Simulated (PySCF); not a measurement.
# C3H3IN2 (4-Iodoimidazole): the cost of one run

Computed with PySCF 2.14.0 and routines of our own; the level stands in each step. Atoms count from 0.

## Step 1: The starting structure

9 atoms, charge 0, multiplicity 1; geometry from: GFN2-xTB.

## Step 2: Relaxing the molecule at PBE0-D3(BJ)/def2-SVP

Job settings and geometry (Å):

```
{"job": {"xc": "PBE0", "basis": "def2-SVP", "d3": "d3bj", "grid": 1, "maxiter": 30, "shake": 0.01, "kind": "geom"}, "charge": 0, "multiplicity": 1}
I      3.187190    -0.310120     0.193260
C      1.083270    -0.208490     0.077370
C      0.291560     0.897240    -0.139740
N     -0.939180     0.435330    -0.119790
C     -0.906960    -0.909120     0.087980
N      0.322060    -1.306160     0.217280
H      0.574300     1.925400    -0.282160
H     -1.788890     0.991820    -0.246720
H     -1.765550    -1.533050     0.178790
```

Command:

```sh
$ OMP_NUM_THREADS=1 python heavy_run.py task.json out
```

This one command runs all jobs of the session in turn.

Q: Estimate the wall time and peak memory of this first job on 1 thread of Arm Neoverse V1, shared host.

About 46 s, with a peak of 0.49 GiB.
